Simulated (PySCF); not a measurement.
# CeF2: other functionals and bases at one geometry

An exercise on one series of results from a longer session: the logs are not shown, and one member is left open.

Computed with PySCF 2.14.0. Level: several levels, as the steps say, no spin–orbit coupling.

1 further run of the same task is left out (for a known fault of the program).

### Where the work starts

3 atoms, charge 0, spin multiplicity 1.

Bond lengths: Ce1–F2 2.175 Å, Ce1–F3 2.175 Å. Angles: F2–Ce1–F3 117.1°.

As a file:

```mol
CeF2
  3D, bonds by distance, orders not assigned

  3  2  0  0  0  0  0  0  0  0999 V2000
    0.0000    0.0000   -0.3287 Ce  0  0
    1.8553   -0.0000    0.8060 F   0  0
   -1.8553    0.0000    0.8060 F   0  0
  1  2  8  0
  1  3  8  0
M  END
```

Formal oxidation states: Ce +2. Each metal's 2 4f electrons lie in its core potential, so multiplicities, spins and levels count the valence alone. For divalent La, Ce, Gd or Lu the extra electron is normally 5d or 6s, so this core forces an excited configuration. An earlier session relaxed this geometry at PBE0, Ce lcecp-0-SVP with ECP48, F def2-SVP (singlet, point group C2v).

At PBE0 on the finer grid: E = -226.136155 Eh, frontier levels not given, since the 4f levels lie in the core, Mulliken charge on Ce1 +1.06 e, largest force component 0.002 eV/Å. 

Levels to run: r2SCAN; PBE; PBE0, TZVP. Hardware: 2 threads of Arm Neoverse V1, shared host.

Set-up of the first run:

File run.py (the lines that set the calculation):

```python
mol = gto.M(atom='''
Ce     0.00000     0.00000    -0.32867
F      1.85525     0.00000     0.80597
F     -1.85525     0.00000     0.80597''',
    basis={'Ce': 'lcecp-0-SVP', 'F': 'def2-SVP'},
    ecp={'Ce': 'lcecp-0-SVP'},
    charge=0, spin=0)
mf = dft.RKS(mol, xc='R2SCAN')
mf.grids.atom_grid = (75, 302)  # f atoms: unpruned, at least (60, 302)
mf = mf.density_fit()  # fitting sets: Ce AutoAux, F def2-universal-JKFIT
mf.conv_tol = 1e-08; mf.max_cycle = 55
mf.kernel(dm0)  # dm0: the density of the relaxed state
```

The run is started by

```bash
> OMP_NUM_THREADS=2 python run.py
```

Steps of the session up to this table: r2SCAN; PBE; PBE0, TZVP.

One of the session's tables, all rows but one given; the rest of the session is left out.

```
              level  charge on Ce1 (e)  dipole (D)  largest force component (eV/Å)
PBE0 (relaxed here)               1.06        6.55                            0.00
             r2SCAN               1.02        6.42                            0.22
                PBE               0.91        6.06                            0.22
         PBE0, TZVP                  ?           ?                               ?
```

Q: Estimate the row for PBE0, TZVP from the others.

The run gave: charge on Ce1 (e): 1.24; dipole (D): 6.91; largest force component (eV/Å): 0.11. In the column «charge on Ce1 (e)» it is the highest.

The largest leftover force, 0.22 eV/Å with r2SCAN, stands at a geometry relaxed at another level. With 4f in the core, its levels are missing from HOMO and gap, and its count is fixed, so no charge can pass from the ligands into it. Total energies of different levels can't be compared.
